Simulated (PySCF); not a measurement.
# The bond of BAs, level by level

One job finds the state of BAs, follows it along the bond with each method and fits the curves.

Computed with PySCF 2.14.0. Level: B 6-31G(d,p), As 6-31G(d,p), no relativity.

## (1) Set-up

The job is set up so:

| Item | Value |
| --- | --- |
| atoms | B, As |
| charge | 0 |
| basis | B 6-31G(d,p), As 6-31G(d,p) |
| Hamiltonian | no relativity |
| basis functions | 46 |
| electrons treated | 38 |
| masses in u | 11.0093, 74.9216 |
| levels | PBE0, PBE, r²SCAN, BHandHLYP, B97-3, revPBE, CAM-B3LYP, HF, MP2, SCS-MP2, CCSD, CCSD(T) |
| grid | 80 radial by 434 angular points |
| occupations | held fixed by the projection of orbital angular momentum |
| dissociation limit | B + As, each in its ground configuration |
| starting distance in angstrom | 1.990 |
| values of 2S to try | 0, 2, 4 |

Launch:

```console
$ OMP_NUM_THREADS=1 python dia.py task.json out
```

After the search, every level is run at each distance in turn; below they are sorted by level.

## (2) State search with unrestricted PBE0

Unrestricted PBE0 solutions at 1.990 Å, counted from the lowest. The search isn't exhaustive.

```csv
2Ms+1,unpaired,term,E (eV),⟨S²⟩,⟨Lz²⟩,μ (D)
3,"σ ↑, π ↑",³Π,0.00,2.01,1.01,-0.39
1,"σ ↓, π ↑",not assigned,0.13,1.05,1.00,-0.46
3,π ↑↑,³Σ⁻,0.75,2.01,0.00,1.72
1,π ↑↓,not assigned,1.07,1.01,2.01,1.80
1,none,¹Σ⁺,1.21,0.00,0.00,-0.91
5,"σ ↑, π ↑↑↑",⁵Π,1.89,6.00,1.00,0.58
1,none,not assigned,1.98,0.00,2.00,2.02
3,"σ ↑, π ↑↑↓",not assigned,2.43,3.01,3.01,0.45
3,"σ ↓, π ↑↑↑",not assigned,2.72,3.02,1.00,1.05
1,"σ ↑, π ↑↓↓",not assigned,3.00,2.02,3.02,1.10
3,π ↑↑,not assigned,3.13,2.12,2.01,-0.77
3,π ↑↑,not assigned,3.68,2.10,2.00,-1.07
5,"σ ↑↑, π ↑↑",not assigned,4.80,6.05,2.01,0.89
5,π ↑↑↑↑,⁵Σ⁺,5.06,6.14,0.00,0.41
```

A term symbol stands only where ⟨S²⟩ and ⟨Lz²⟩ are near those of a pure state. A positive dipole means B(−)As(+).

The most promising solutions are followed along the bond (rough minima from three points):

```csv
2Ms+1,unpaired,R at minimum (Å),energy at minimum (eV)
3,"σ ↑, π ↑",1.86,0.00
1,"σ ↓, π ↑",1.86,0.15
3,π ↑↑,not bracketed,≤ 0.86
1,none,not bracketed,≤ 0.88
1,π ↑↓,not bracketed,≤ 1.19
```

The search made 17 SCF attempts at the starting distance; with the short scans it took 15 s of wall time (1 thread, shared host).

## (3) PBE0 along the bond

State followed: ³Π (triplet), unpaired electrons σ ↑, π ↑. The scan is laid around 1.857 Å.

Output of the SCF at 1.857 Å:

```text
******** <class 'pyscf.dft.uks_symm.SymAdaptedUKS'> ********
method = SymAdaptedUKS
initial guess = minao
damping factor = 0
level_shift factor = 0
DIIS = <class 'pyscf.scf.diis.CDIIS'>
diis_start_cycle = 1
diis_space = 10
diis_damp = 0
SCF conv_tol = 1e-09
SCF conv_tol_grad = None
SCF max_cycles = 60
direct_scf = False
max_memory 909 MB (current use 282 MB)
number electrons alpha = 20  beta = 18
XC library pyscf.dft.libxc version 7.0.0
    S. Lehtola, C. Steigemann, M. J.T. Oliveira, and M. A.L. Marques.,  SoftwareX 7, 1–5 (2018)
XC functionals = PBE0
    C. Adamo and V. Barone.,  J. Chem. Phys. 110, 6158 (1999)
    M. Ernzerhof and G. E. Scuseria.,  J. Chem. Phys. 110, 5029 (1999)
small_rho_cutoff = 0
Overwritten attributes  get_k get_j get_jk get_hcore get_occ  of <class 'pyscf.dft.uks_symm.SymAdaptedUKS'>
Set gradient conv threshold to 3.16228e-05
init E= -2259.96939268163
cycle= 1 E= -2259.97547755414  delta_E= -0.00608  |g|= 0.00377  |ddm|= 0.015
cycle= 2 E= -2259.97547782745  delta_E= -2.73e-07  |g|= 0.00411  |ddm|= 0.0112
cycle= 3 E= -2259.9754894568  delta_E= -1.16e-05  |g|= 0.00186  |ddm|= 0.00712
cycle= 4 E= -2259.97549258606  delta_E= -3.13e-06  |g|= 0.000387  |ddm|= 0.00289
cycle= 5 E= -2259.97549270066  delta_E= -1.15e-07  |g|= 0.000144  |ddm|= 0.000488
cycle= 6 E= -2259.97549278421  delta_E= -8.35e-08  |g|= 4.32e-05  |ddm|= 0.00071
cycle= 7 E= -2259.97549280006  delta_E= -1.59e-08  |g|= 2.28e-05  |ddm|= 0.000329
cycle= 8 E= -2259.97549280548  delta_E= -5.42e-09  |g|= 1.06e-05  |ddm|= 0.000216
cycle= 9 E= -2259.97549280659  delta_E= -1.1e-09  |g|= 1.52e-06  |ddm|= 0.000135
cycle= 10 E= -2259.9754928066  delta_E= -1.05e-11  |g|= 4.04e-07  |ddm|= 1.27e-05
Extra cycle  E= -2259.9754928066  delta_E= -2.27e-12  |g|= 1.91e-07  |ddm|= 1.56e-06
converged SCF energy = -2259.9754928066  <S^2> = 2.0112352  2S+1 = 3.0074808
```

The curve and what changes along it:

```csv
R (Å),E (eV),μ (D),Mulliken charge of B (e),Mayer bond order,⟨S²⟩,HOMO (eV),LUMO (eV)
1.5970,1.1804,-0.08,0.09,2.38,2.01,-7.10,-4.79
1.6713,0.5226,-0.13,0.10,2.34,2.01,-6.91,-4.63
1.7456,0.1598,-0.18,0.10,2.30,2.01,-6.74,-4.49
1.8013,0.0328,-0.22,0.10,2.27,2.01,-6.62,-4.39
1.8570,0.0000,-0.27,0.09,2.23,2.01,-6.51,-4.30
1.9127,0.0395,-0.32,0.09,2.19,2.01,-6.40,-4.21
1.9870,0.1742,-0.39,0.09,2.12,2.01,-6.28,-4.10
2.0798,0.4283,-0.48,0.09,2.03,2.01,-6.12,-3.98
2.1913,0.7980,-0.61,0.09,1.89,2.01,-5.95,-3.84
2.3398,1.3123,-0.75,0.10,1.66,2.06,-5.71,-3.85
```

Fit: Re = 1.852 Å, ωe = 821 cm⁻¹, ωexe = 4.92 cm⁻¹, αe = 0.00386 cm⁻¹, Be = 0.5121 cm⁻¹, De = 3.08 eV, μ = -0.27 D.

Orbitals nearest the gap at 1.857 Å:

```csv
spin,orbital,ε (eV),filled,made of
α,σ,-17.75,yes,"As s 72 %, B s 18 %"
β,σ,-16.53,yes,"As s 74 %, B s 17 %"
α,σ,-11.14,yes,"B s 52 %, As p 25 %, As s 20 %"
β,σ,-9.62,yes,"As p 40 %, B s 37 %, As s 21 %"
α,π,-7.75,yes,"As p 70 %, B p 28 %"
α,σ,-7.53,yes,"B p 51 %, As p 31 %, B s 12 %"
α,π,-6.92,yes,"As p 65 %, B p 34 %"
β,π,-6.51,yes,"As p 74 %, B p 25 %"
β,π,-4.30,no,"As p 73 %, B p 26 %"
β,σ,-2.96,no,"B p 43 %, B s 34 %, As p 19 %"
α,π,-1.88,no,"B p 68 %, As p 30 %"
α,π,-1.34,no,"B p 63 %, As p 35 %"
```

Polarisability there: 58.6 bohr³ along the bond, 26.6 across it. Without diffuse functions these come out too small, above all across the bond.

## (4) Fields at the reference distance

Orbitals, density, ELF and potential are computed afterwards from the orbital file.

Frontier orbitals at PBE0 (alpha spin), with the share of their density that lies nearest to each atom:

```csv
orbital,energy (eV),lies on
HOMO,-6.92,As2 62 %; B1 38 %
LUMO,-1.88,B1 65 %; As2 35 %
```

ELF in a plane through or near 2 of the atoms.

Ten even steps from ' ' (0.00) to '@' (0.99):
```
                          ....::::::::::..              
                  ....::::----====++++==----..          
          ..::::--------====++**********++++--..        
        ::==++******++++++****####%%%%####**++--..      
      ..--**######**********####%%%%%%%%####**==::..    
    ::--**%%%%%%%%%%##########%%%%%%%%@@%%%%##++--::    
    ==**%%@@@@@@@@%%%%%%%%%%%%##**++**%%@@@@%%**==::    
  ::**##@@@@@@@@@@##**%%%%%%**--::::::==##%%%%##==--..  
  --##%%@@@@@@@@%%::..--**%%==::==**++::++##@@%%++==..  
  --##%%@@@@@@@@**++@@----%%--==**==++::==**@@%%++==..  
  --##%%@@@@@@@@**++@@----%%--==**--++::==**@@%%++==..  
  --##%%@@@@@@@@%%::..--**%%==::==**++::++##@@%%++==..  
  ::**##@@@@@@@@@@##**%%%%%%**--::::::==##%%%%##==--..  
    ==**%%@@@@@@@@%%%%%%%%%%%%##**++**%%@@@@%%**==::    
    ::--**%%%%%%%%%%##########%%%%%%%%@@%%%%##++--::    
      ..--**######**********####%%%%%%%%####**==::..    
        ::==++******++++++****####%%%%####**++--..      
          ..::::--------====++**********++++--..        
                  ....::::----====++++==----..          
                          ....::::::::::..              
```
The map spans 7.1 Å across and 5.2 Å up, centred on the molecule. Atoms in the plane (x, y in Å): B1 (-0.9, 0.0), As2 (0.9, 0.0).

log10 of the density (e/Å³) in the same plane.

Values, 10 rows by 14 columns:
```
-4.0 -4.0 -4.0 -3.4 -3.1 -2.8 -2.7 -2.6 -2.5 -2.5 -2.7 -3.0 -3.4 -3.9
-4.0 -3.6 -3.0 -2.5 -2.2 -2.0 -1.9 -1.7 -1.7 -1.7 -1.9 -2.2 -2.8 -3.3
-4.0 -3.0 -2.4 -1.9 -1.6 -1.4 -1.3 -1.2 -1.0 -1.1 -1.3 -1.7 -2.4 -2.9
-3.4 -2.5 -1.8 -1.2 -0.8 -0.6 -0.6 -0.5 -0.3 -0.3 -0.7 -1.1 -1.9 -2.5
-3.2 -2.1 -1.5 -0.7 -0.3  0.4 -0.1  0.0  0.9  1.2 -0.2 -0.8 -1.6 -2.3
-3.1 -2.1 -1.4 -0.6 -0.1  2.2  0.0  0.1  1.6  1.9 -0.1 -0.7 -1.6 -2.3
-3.3 -2.3 -1.6 -0.9 -0.5 -0.3 -0.3 -0.2  0.1  0.2 -0.4 -0.9 -1.7 -2.4
-3.7 -2.7 -2.1 -1.5 -1.2 -1.0 -0.9 -0.8 -0.7 -0.7 -1.0 -1.4 -2.1 -2.7
-4.0 -3.2 -2.6 -2.1 -1.8 -1.6 -1.5 -1.3 -1.2 -1.2 -1.5 -1.9 -2.5 -3.0
-4.0 -4.0 -3.5 -2.9 -2.6 -2.4 -2.3 -2.1 -2.0 -2.1 -2.3 -2.6 -3.1 -3.6
```
The map spans 7.1 Å across and 5.2 Å up, centred on the molecule. Atoms in the plane (x, y in Å): B1 (-0.9, 0.0), As2 (0.9, 0.0).

On the surface of density 0.002 e/bohr³ the electrostatic potential runs, from the 1st to the 99th percentile, from -0.52 V near As2 to 0.92 V near B1.

The spin density lies nearest to B1 59 %; As2 41 %.

## (5) Other states along the same grid

State 2: Ms = 0 determinant of mixed spin (⟨S²⟩ = 1.03), unpaired electrons σ ↓, π ↑, an excited solution.

Output of the SCF at 1.857 Å:

```text
[... 13 set-up lines left out, the same as in an earlier log ...]
max_memory 909 MB (current use 330 MB)
number electrons alpha = 19  beta = 19
[... 7 set-up lines left out, the same as in an earlier log ...]
init E= -2259.96388936788
cycle= 1 E= -2259.96990875872  delta_E= -0.00602  |g|= 0.00373  |ddm|= 0.0149
cycle= 2 E= -2259.96990873341  delta_E= 2.53e-08  |g|= 0.00404  |ddm|= 0.011
cycle= 3 E= -2259.9699204425  delta_E= -1.17e-05  |g|= 0.00172  |ddm|= 0.00696
cycle= 4 E= -2259.96992305092  delta_E= -2.61e-06  |g|= 0.000337  |ddm|= 0.00264
cycle= 5 E= -2259.96992310372  delta_E= -5.28e-08  |g|= 9.59e-05  |ddm|= 0.000308
cycle= 6 E= -2259.96992313159  delta_E= -2.79e-08  |g|= 2.96e-05  |ddm|= 0.00038
cycle= 7 E= -2259.96992313703  delta_E= -5.44e-09  |g|= 1.51e-05  |ddm|= 0.000173
cycle= 8 E= -2259.9699231393  delta_E= -2.27e-09  |g|= 6.82e-06  |ddm|= 0.000135
cycle= 9 E= -2259.96992313984  delta_E= -5.39e-10  |g|= 8.23e-07  |ddm|= 9.55e-05
Extra cycle  E= -2259.96992313984  delta_E= -3.64e-12  |g|= 6e-07  |ddm|= 3.03e-06
converged SCF energy = -2259.96992313984  <S^2> = 1.033869  2S+1 = 2.2661589
```

Re = 1.858 Å, ωe = 812 cm⁻¹; the determinant mixes terms (⟨S²⟩ = 1.03, ⟨Lz²⟩ = 1.00), so these belong to no real state. Its minimum lies 0.15 eV above that of the lowest state.

State 3: ³Σ⁻ (triplet), unpaired electrons π ↑↑, an excited solution.

Log of the SCF at 1.857 Å:

```text
[... 13 set-up lines left out, the same as in an earlier log ...]
max_memory 909 MB (current use 303 MB)
[... 8 set-up lines left out, the same as in an earlier log ...]
init E= -2259.92379881373
cycle= 1 E= -2259.92812404742  delta_E= -0.00433  |g|= 0.00268  |ddm|= 0.0197
cycle= 2 E= -2259.92812823624  delta_E= -4.19e-06  |g|= 0.00205  |ddm|= 0.0114
cycle= 3 E= -2259.92813068803  delta_E= -2.45e-06  |g|= 0.00065  |ddm|= 0.00433
cycle= 4 E= -2259.92813082925  delta_E= -1.41e-07  |g|= 3.51e-05  |ddm|= 0.000571
cycle= 5 E= -2259.92813083094  delta_E= -1.7e-09  |g|= 2.51e-05  |ddm|= 0.00015
cycle= 6 E= -2259.92813083151  delta_E= -5.64e-10  |g|= 3.81e-06  |ddm|= 5.05e-05
Extra cycle  E= -2259.92813083153  delta_E= -2.41e-11  |g|= 2.24e-06  |ddm|= 1.3e-05
converged SCF energy = -2259.92813083153  <S^2> = 2.0049108  2S+1 = 3.0032721
```

Re = 2.104 Å, ωe = 531 cm⁻¹, ωexe = 2.79 cm⁻¹, αe = 0.00336 cm⁻¹, Be = 0.3966 cm⁻¹, μ = 1.22 D. Its minimum lies 0.85 eV above that of the lowest state.

State 4: ¹Σ⁺ (singlet), closed shell, an excited solution.

Log of the SCF at 1.857 Å:

```text
[... 22 set-up lines left out, the same as in an earlier log ...]
init E= -2259.93253695165
cycle= 1 E= -2259.94045754694  delta_E= -0.00792  |g|= 0.00612  |ddm|= 0.0165
cycle= 2 E= -2259.94028190057  delta_E= 0.000176  |g|= 0.016  |ddm|= 0.0233
cycle= 3 E= -2259.94047853301  delta_E= -0.000197  |g|= 0.00441  |ddm|= 0.0197
cycle= 4 E= -2259.94049273316  delta_E= -1.42e-05  |g|= 0.000347  |ddm|= 0.00476
cycle= 5 E= -2259.94049274731  delta_E= -1.41e-08  |g|= 0.000181  |ddm|= 0.000393
cycle= 6 E= -2259.94049277523  delta_E= -2.79e-08  |g|= 1.83e-05  |ddm|= 0.000205
cycle= 7 E= -2259.94049277549  delta_E= -2.61e-10  |g|= 2.69e-06  |ddm|= 3.88e-05
Extra cycle  E= -2259.94049277548  delta_E= 1.64e-11  |g|= 5.53e-06  |ddm|= 8.65e-06
converged SCF energy = -2259.94049277548  <S^2> = -2.4868996e-14  2S+1 = 1
```

Re = 1.761 Å, ωe = 931 cm⁻¹, ωexe = 4.81 cm⁻¹, αe = 0.00385 cm⁻¹, Be = 0.5665 cm⁻¹, μ = -0.93 D. Its minimum lies 0.83 eV above that of the lowest state.

Energy (eV) from the lowest point of the lowest state:

```csv
R (Å),lowest,state 2,state 3,state 4
1.597,1.180,1.371,3.704,1.368
1.671,0.523,0.702,2.675,0.972
1.746,0.160,0.328,1.954,0.834
1.801,0.033,0.192,1.569,0.854
1.857,0.000,0.152,1.289,0.952
1.913,0.040,0.184,1.092,1.108
1.987,0.174,0.310,0.931,1.378
2.080,0.428,0.556,0.853,1.774
2.191,0.798,0.921,0.884,2.283
2.340,1.312,1.442,1.054,2.947
```

## (6) PBE (GGA)

Output of the SCF at 1.857 Å:

```text
[... 17 set-up lines left out, the same as in an earlier log ...]
XC functionals = PBE
    J. P. Perdew, K. Burke, and M. Ernzerhof.,  Phys. Rev. Lett. 77, 3865 (1996)
    J. P. Perdew, K. Burke, and M. Ernzerhof.,  Phys. Rev. Lett. 78, 1396 (1997)
    J. P. Perdew, K. Burke, and M. Ernzerhof.,  Phys. Rev. Lett. 77, 3865 (1996)
    J. P. Perdew, K. Burke, and M. Ernzerhof.,  Phys. Rev. Lett. 78, 1396 (1997)
[... 2 set-up lines left out, the same as in an earlier log ...]
init E= -2259.90884799359
cycle= 1 E= -2259.90858189767  delta_E= 0.000266  |g|= 0.063  |ddm|= 0.0964
cycle= 2 E= -2259.89150895403  delta_E= 0.0171  |g|= 0.156  |ddm|= 0.246
cycle= 3 E= -2259.90889574901  delta_E= -0.0174  |g|= 0.0393  |ddm|= 0.242
cycle= 4 E= -2259.9103189157  delta_E= -0.00142  |g|= 0.00252  |ddm|= 0.0478
cycle= 5 E= -2259.91032430366  delta_E= -5.39e-06  |g|= 0.000479  |ddm|= 0.00392
cycle= 6 E= -2259.91032467663  delta_E= -3.73e-07  |g|= 0.000105  |ddm|= 0.00119
cycle= 7 E= -2259.91032474969  delta_E= -7.31e-08  |g|= 6.07e-05  |ddm|= 0.000942
cycle= 8 E= -2259.91032475496  delta_E= -5.27e-09  |g|= 4.31e-06  |ddm|= 0.000178
cycle= 9 E= -2259.910324755  delta_E= -4.05e-11  |g|= 1.56e-06  |ddm|= 2.36e-05
Extra cycle  E= -2259.910324755  delta_E= 2.27e-12  |g|= 3.1e-06  |ddm|= 6.19e-06
converged SCF energy = -2259.910324755  <S^2> = 2.0064436  2S+1 = 3.0042927
```

Re = 1.873 Å, ωe = 783 cm⁻¹, ωexe = 4.65 cm⁻¹, αe = 0.00387 cm⁻¹, Be = 0.5008 cm⁻¹, De = 3.40 eV, μ = -0.07 D.

## (7) r²SCAN

Log of the SCF at 1.857 Å:

```text
[... 17 set-up lines left out, the same as in an earlier log ...]
XC functionals = R2SCAN
    J. W. Furness, A. D. Kaplan, J. Ning, J. P. Perdew, and J. Sun.,  J. Phys. Chem. Lett. 11, 8208-8215 (2020)
    J. W. Furness, A. D. Kaplan, J. Ning, J. P. Perdew, and J. Sun.,  J. Phys. Chem. Lett. 11, 9248-9248 (2020)
    J. W. Furness, A. D. Kaplan, J. Ning, J. P. Perdew, and J. Sun.,  J. Phys. Chem. Lett. 11, 8208-8215 (2020)
    J. W. Furness, A. D. Kaplan, J. Ning, J. P. Perdew, and J. Sun.,  J. Phys. Chem. Lett. 11, 9248-9248 (2020)
[... 2 set-up lines left out, the same as in an earlier log ...]
init E= -2260.25314093404
cycle= 1 E= -2260.25378006772  delta_E= -0.000639  |g|= 0.0146  |ddm|= 0.0555
cycle= 2 E= -2260.25326549508  delta_E= 0.000515  |g|= 0.026  |ddm|= 0.0463
cycle= 3 E= -2260.25377533284  delta_E= -0.00051  |g|= 0.0127  |ddm|= 0.0479
cycle= 4 E= -2260.25388305733  delta_E= -0.000108  |g|= 0.000907  |ddm|= 0.0154
cycle= 5 E= -2260.25388517025  delta_E= -2.11e-06  |g|= 0.000286  |ddm|= 0.00341
cycle= 6 E= -2260.25388561789  delta_E= -4.48e-07  |g|= 0.000174  |ddm|= 0.00172
cycle= 7 E= -2260.25388579664  delta_E= -1.79e-07  |g|= 7.86e-05  |ddm|= 0.0014
cycle= 8 E= -2260.25388581885  delta_E= -2.22e-08  |g|= 1.23e-05  |ddm|= 0.000554
cycle= 9 E= -2260.25388581927  delta_E= -4.27e-10  |g|= 5.43e-06  |ddm|= 8.66e-05
Extra cycle  E= -2260.25388581906  delta_E= 2.17e-10  |g|= 1.63e-05  |ddm|= 2.88e-05
converged SCF energy = -2260.25388581906  <S^2> = 2.0152944  2S+1 = 3.010179
```

Re = 1.856 Å, ωe = 817 cm⁻¹, ωexe = 4.67 cm⁻¹, αe = 0.00378 cm⁻¹, Be = 0.5101 cm⁻¹, De = 3.25 eV, μ = -0.33 D. 31 s of CPU time for 12 points, integrals apart.

## (8) BHandHLYP (global hybrid GGA)

Output of the SCF at 1.857 Å:

```text
[... 13 set-up lines left out, the same as in an earlier log ...]
max_memory 909 MB (current use 311 MB)
[... 3 set-up lines left out, the same as in an earlier log ...]
XC functionals = BHANDHLYP
    A. D. Becke.,  J. Chem. Phys. 98, 1372 (1993)
    Defined through Gaussian implementation.
[... 2 set-up lines left out, the same as in an earlier log ...]
init E= -2260.25219382426
cycle= 1 E= -2260.25319403503  delta_E= -0.001  |g|= 0.0226  |ddm|= 0.0631
cycle= 2 E= -2260.25315183075  delta_E= 4.22e-05  |g|= 0.0223  |ddm|= 0.0406
cycle= 3 E= -2260.25336915465  delta_E= -0.000217  |g|= 0.0042  |ddm|= 0.0256
cycle= 4 E= -2260.2533867685  delta_E= -1.76e-05  |g|= 0.00123  |ddm|= 0.00707
cycle= 5 E= -2260.25339275364  delta_E= -5.99e-06  |g|= 0.000557  |ddm|= 0.00502
cycle= 6 E= -2260.25339499474  delta_E= -2.24e-06  |g|= 0.000279  |ddm|= 0.00365
cycle= 7 E= -2260.25339568585  delta_E= -6.91e-07  |g|= 0.000161  |ddm|= 0.0021
cycle= 8 E= -2260.25339594814  delta_E= -2.62e-07  |g|= 9.15e-05  |ddm|= 0.00142
cycle= 9 E= -2260.2533960543  delta_E= -1.06e-07  |g|= 2.16e-05  |ddm|= 0.00128
cycle= 10 E= -2260.25339605785  delta_E= -3.55e-09  |g|= 4.49e-06  |ddm|= 0.000216
cycle= 11 E= -2260.25339605794  delta_E= -9.14e-11  |g|= 9.08e-07  |ddm|= 3.29e-05
Extra cycle  E= -2260.25339605795  delta_E= -3.64e-12  |g|= 4.83e-07  |ddm|= 2.23e-06
converged SCF energy = -2260.25339605795  <S^2> = 2.0093824  2S+1 = 3.0062485
```

Re = 1.845 Å, ωe = 826 cm⁻¹, ωexe = 5.44 cm⁻¹, αe = 0.00407 cm⁻¹, Be = 0.5158 cm⁻¹, De = 2.66 eV, μ = -0.48 D.

## (9) B97-3

Log of the SCF at 1.857 Å:

```text
[... 17 set-up lines left out, the same as in an earlier log ...]
XC functionals = HYB_GGA_XC_B97_3
    T. W. Keal and D. J. Tozer.,  J. Chem. Phys. 123, 121103 (2005)
[... 2 set-up lines left out, the same as in an earlier log ...]
init E= -2260.08488249182
cycle= 1 E= -2260.08509871882  delta_E= -0.000216  |g|= 0.0191  |ddm|= 0.053
cycle= 2 E= -2260.08487441906  delta_E= 0.000224  |g|= 0.0211  |ddm|= 0.0391
cycle= 3 E= -2260.08515525768  delta_E= -0.000281  |g|= 0.0101  |ddm|= 0.0374
cycle= 4 E= -2260.08522870927  delta_E= -7.35e-05  |g|= 0.00052  |ddm|= 0.0123
cycle= 5 E= -2260.08522925814  delta_E= -5.49e-07  |g|= 0.00023  |ddm|= 0.00145
cycle= 6 E= -2260.08522946831  delta_E= -2.1e-07  |g|= 0.000106  |ddm|= 0.00099
cycle= 7 E= -2260.08522957747  delta_E= -1.09e-07  |g|= 3.71e-05  |ddm|= 0.001
cycle= 8 E= -2260.08522959045  delta_E= -1.3e-08  |g|= 9.29e-06  |ddm|= 0.000385
cycle= 9 E= -2260.08522959112  delta_E= -6.64e-10  |g|= 2.31e-06  |ddm|= 9.37e-05
Extra cycle  E= -2260.08522959113  delta_E= -1.23e-11  |g|= 2.13e-06  |ddm|= 8.98e-06
converged SCF energy = -2260.08522959113  <S^2> = 2.0099082  2S+1 = 3.0065982
```

Re = 1.857 Å, ωe = 810 cm⁻¹, ωexe = 5.11 cm⁻¹, αe = 0.00397 cm⁻¹, Be = 0.5093 cm⁻¹, De = 3.01 eV, μ = -0.21 D.

## (10) revPBE (GGA)

The SCF at the reference distance, 1.857 Å, printed:

```text
[... 17 set-up lines left out, the same as in an earlier log ...]
XC functionals = PBE_R,PBE
    Y. Zhang and W. Yang.,  Phys. Rev. Lett. 80, 890 (1998)
[... 4 set-up lines left out, the same as in an earlier log ...]
init E= -2260.10728538695
cycle= 1 E= -2260.10705802552  delta_E= 0.000227  |g|= 0.0548  |ddm|= 0.0867
cycle= 2 E= -2260.09264874452  delta_E= 0.0144  |g|= 0.141  |ddm|= 0.227
cycle= 3 E= -2260.10765919094  delta_E= -0.015  |g|= 0.0304  |ddm|= 0.216
cycle= 4 E= -2260.10850983315  delta_E= -0.000851  |g|= 0.00197  |ddm|= 0.0371
cycle= 5 E= -2260.10851347571  delta_E= -3.64e-06  |g|= 0.000411  |ddm|= 0.00333
cycle= 6 E= -2260.10851388068  delta_E= -4.05e-07  |g|= 0.000145  |ddm|= 0.00144
cycle= 7 E= -2260.10851398579  delta_E= -1.05e-07  |g|= 6.14e-05  |ddm|= 0.00109
cycle= 8 E= -2260.1085139915  delta_E= -5.71e-09  |g|= 1.78e-05  |ddm|= 0.000222
cycle= 9 E= -2260.1085139918  delta_E= -2.99e-10  |g|= 3.27e-06  |ddm|= 3.95e-05
Extra cycle  E= -2260.10851399168  delta_E= 1.21e-10  |g|= 1.21e-05  |ddm|= 2.1e-05
converged SCF energy = -2260.10851399168  <S^2> = 2.006398  2S+1 = 3.0042623
```

Re = 1.879 Å, ωe = 773 cm⁻¹, ωexe = 4.75 cm⁻¹, αe = 0.00393 cm⁻¹, Be = 0.4972 cm⁻¹, De = 3.16 eV, μ = -0.08 D. 6.8 s of CPU time for 12 points, integrals apart.

(Part 1 of 2 ends here.)
